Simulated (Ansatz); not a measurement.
# DyZn: how the settings move a single-point run

How sensitive is a single-point run of DyZn to its settings? A reference run comes first, then one run with altered input.

Program: Ansatz 0.2.0. Level of theory: reference: DFT, LDA, PAW with Ansatz's default frozen-core files, scalar-relativistic. These are calculated values, not measurements.

### Step 1. The structure to begin with

The structure is cubic, space group Pm-3m (No. 221). Conventional cell: a = 3.545 Å, b = 3.545 Å, c = 3.545 Å, α = 90.00°, β = 90.00°, γ = 90.00°. Dy (site symmetry m-3m) has 8 Zn at 3.07 Å as nearest neighbours. Zn (site symmetry m-3m) has 8 Dy at 3.07 Å as nearest neighbours.

Coordinates:

```cif
data_structure
_symmetry_space_group_name_H-M 'P 1'
_symmetry_Int_Tables_number 1
_cell_length_a 5.0134
_cell_length_b 3.5450
_cell_length_c 5.0134
_cell_angle_alpha 90.000
_cell_angle_beta 90.000
_cell_angle_gamma 90.000
_cell_volume 89.10
loop_
_atom_site_label
_atom_site_type_symbol
_atom_site_fract_x
_atom_site_fract_y
_atom_site_fract_z
_atom_site_occupancy
Dy1 Dy 0.00000 0.00000 0.00000 1
Dy2 Dy 0.50000 0.00000 0.50000 1
Zn1 Zn 0.50000 0.50000 0.00000 1
Zn2 Zn 0.00000 0.50000 0.50000 1
```

### Step 2. Baseline

input.yaml reads:

```yaml
crystal:
  lattice:
    - [0.0, 3.54500656, 3.54500656]
    - [3.54500656, 0.0, 0.0]
    - [0.0, 3.54500656, -3.54500656]
  atoms:
    - { symbol: Dy, position: [0.0, 0.0, 0.0] }
    - { symbol: Dy, position: [0.5, 0.0, 0.5] }
    - { symbol: Zn, position: [0.5, 0.5, 0.0] }
    - { symbol: Zn, position: [0.0, 0.5, 0.5] }
kpoints:
  mp_grid: { grid: [6, 9, 6] }
scf:
  occupations: { method: fermi_dirac, width: 0.05 }
hamiltonian:
  xc: lda
  pseudopotentials: { kind: paw }
output:
  forces: true
  stress: true
  eigenvalues: true
```

Launch:

```console
ansatz run input.yaml --threads 2 --pin off --max-ram 6144MiB --backend cpu --events-out ev --progress --plain --runs-dir out
```

From the output:

```text
[...]
Basis set: ecut = 420 eV, 1767 PW (Γ)
[...]
k-points: 50 of 324
[...]
SCF iter   1: F=—  HF=-27268.174837 eV  |F-HF|=—  |Δ(HF+E_count)|=         —  Δρ=3.37e-2  dr2=7.74e-1  ethr=1.77e-3  ⟨swp⟩=6.1  Hψ=8681  notcnv=0
preconditioner: auto → Kerker (q_TF=auto, 2.582 Å⁻¹)  [metal: Δε(μ)=0.001 eV  Ē_g=8.145 eV  σ=0.050 eV  W_gap=0.00  n_scr=30 (ndim 8)  ℏωp=30.5 eV  f_vac=0.000  D(μ)=75.51/eV (n_scr^D=2816)]
SCF iter   2: F=—  HF=-27268.133587 eV  |F-HF|=—  |Δ(HF+E_count)|=   4.13e-2  Δρ=1.47e-2  dr2=1.47e-1  ethr=1.21e-3  ⟨swp⟩=1.5  Hψ=2539  notcnv=0
[...]
SCF iter  15: F=—  HF=-27268.125881 eV  |F-HF|=—  |Δ(HF+E_count)|=   2.27e-8  Δρ=2.30e-5  dr2=1.39e-7  ethr=7.26e-10  ⟨swp⟩=1.0  Hψ=2091  notcnv=0  defer=4
SCF iter  16: F=-27268.125881 eV  HF=-27268.125881 eV  |F-HF|=2.06e-8  |Δ(HF+E_count)|=   1.15e-8  Δρ=5.73e-6  dr2=8.56e-9  ethr=1.56e-10  ⟨swp⟩=4.8  Hψ=7218  notcnv=0
[...]
SCF converged after 16 iterations
Free energy (F): -27268.125881 eV
[...]
E sigma→0 (E₀):  -27267.823723 eV
[...]
Fermi energy:    11.925671 eV
[...]
  P = ⅓ Tr σ = -4.2278 GPa (-42.278 kbar)
[...]
```

Run time: 6.4 s. Hardware: 2 threads of Arm Neoverse V2, shared host; peak memory 0.44 GiB.

### Step 3. Changing settings: n_extra_bands 16, hubbard.sites [{species: Dy, l: f, u_eff: 1.0}], hubbard.double_counting fll

Edit input.yaml of step 2 so:

```diff
@@ -14,2 +14,3 @@
   occupations: { method: fermi_dirac, width: 0.05 }
+  n_extra_bands: 16
 hamiltonian:
@@ -17,2 +18,3 @@
   pseudopotentials: { kind: paw }
+  hubbard: { sites: [{ species: Dy, l: f, u_eff: 1.0 }], double_counting: fll }
 output:
```

Launch:

```console
ansatz run input.yaml --threads 2 --pin off --max-ram 6144MiB --backend cpu --events-out ev --progress --plain --runs-dir out
```

Standard output, cut to the lines that bear on the results:

```text
Dy: projections on atomic orbitals take those of the free atom [Kr 4d10] 4f10 5s2 5p6 5d0 6s2, of charge +0.00 (hamiltonian.pseudopotentials.projection_atoms); the dataset's partial waves leave at most 3.1e-4 of an orbital's norm unspanned inside its sphere
Zn: projections on atomic orbitals take those of the free atom [Ar] 3d10 4s2, of charge +0.00 (hamiltonian.pseudopotentials.projection_atoms); the dataset's partial waves leave at most 6.8e-7 of an orbital's norm unspanned inside its sphere
scf.n_extra_bands = 16 over 32 filled bands (N_el = 64.0): the run solves 48 bands
[...]
Pseudopotentials: kind: paw
Pseudopotential: Dy, paw, valence charge 20, recommended cutoff 420 eV (normal)
Pseudopotential: Zn, paw, valence charge 12, recommended cutoff 420 eV (normal)
Functional definition: SPW92
[...]
Crystal: 4 atoms, lattice volume = 89.101 Å³
Basis set: ecut = 420 eV, 1767 PW (Γ)
Bands: 48, of which v1, the nominal top of the filled ones, is band 32 counted from 1 (31 counted from 0)
Symmetry: 32 space group operations
Space group: Pm-3m (ITA 221), of the structure as read, at distance tolerance 4.5e-5 Å
k-points: 50 of 324
[...]
SCF iter   1: F=—  HF=-27271.024002 eV  |F-HF|=—  |Δ(HF+E_count)|=         —  Δρ=3.37e-1  dr2=9.22e1  ethr=3.10e-3  ⟨swp⟩=5.9  Hψ=9200  notcnv=0  defer=97
[...]
SCF iter  20: F=-27265.705270 eV  HF=-27265.705270 eV  |F-HF|=2.29e-8  |Δ(HF+E_count)|=   9.00e-8  Δρ=5.54e-6  dr2=1.64e-8  ethr=1.49e-10  ⟨swp⟩=3.1  Hψ=9376  notcnv=0
[...]
SCF converged after 20 iterations
Free energy (F): -27265.705270 eV
[...]
E sigma→0 (E₀):  -27265.592499 eV
Entropy (-TS):   -0.225541 eV (-56.385 meV/atom)
Fermi energy:    11.864650 eV
[...]
--- Forces (eV/Å), atoms counted from 1 ---
  atom   1  Dy     0.00000000    -0.00000000     0.00000000
  atom   2  Dy     0.00000000     0.00000000     0.00000000
  atom   3  Zn     0.00000000    -0.00000000    -0.00000000
  atom   4  Zn     0.00000000     0.00000000    -0.00000000
[...]
--- Stress (GPa, compression-positive) ---
       -4.312849      -0.000000      -0.000000
       -0.000000      -4.105162      -0.000000
       -0.000000       0.000000      -4.105162
  P = ⅓ Tr σ = -4.1744 GPa (-41.744 kbar)
--- Band table (eV; the first three rows and the last of 50) ---
[...]
Occupation matrices written to <dir>
```

It took 12 s on 2 threads of Arm Neoverse V2, shared host; peak memory 0.57 GiB.

Changing the band count and Hubbard U moves the energy by +605.2 meV/atom. The U term adds an energy of its own, so the shift says nothing about which run is better. Cost: 20 SCF cycles against 16, 12 s against 6.4 s.

### Step 4. Comparison

```csv
run,ending,energy change,pressure (GPa),gap (eV),force (eV/Å),cycles,time
reference,converged,0,-4.2,0.00,0.00,16,6.4 s
"1: n_extra_bands 16, hubbard.sites [{species: Dy, l: f, u_eff: 1.0}], hubbard.double_counting fll",converged,+605.2 meV/atom (U changed: no physical gain or loss),-4.2,0.00,0.00,20,12 s
```

Residual by cycle in the longest SCF loop of each run; runs are numbered as in the table. The quantity is the density residual dr2, in eV.

```csv
cycle,reference,run 1
1,0.774,92.2
3,0.181,2.16
4,0.182,4.4
6,3.6e-4,0.854
8,3.4e-5,0.719
10,4.1e-6,0.0296
11,1.1e-6,0.00331
13,6.2e-7,0.00213
15,1.4e-7,2.1e-5
17,-,2.4e-5
18,-,9.6e-8
20,-,1.6e-8
```

Changing the band count and Hubbard U moves the energy by +605.2 meV/atom. The U term adds an energy of its own, so the shift says nothing about which run is better. Cost: 20 SCF cycles against 16, 12 s against 6.4 s. A changed U is a change of model: its shifts are not errors of convergence. The reference leaves spin out although Dy can carry a moment, so its state need not be the lowest.
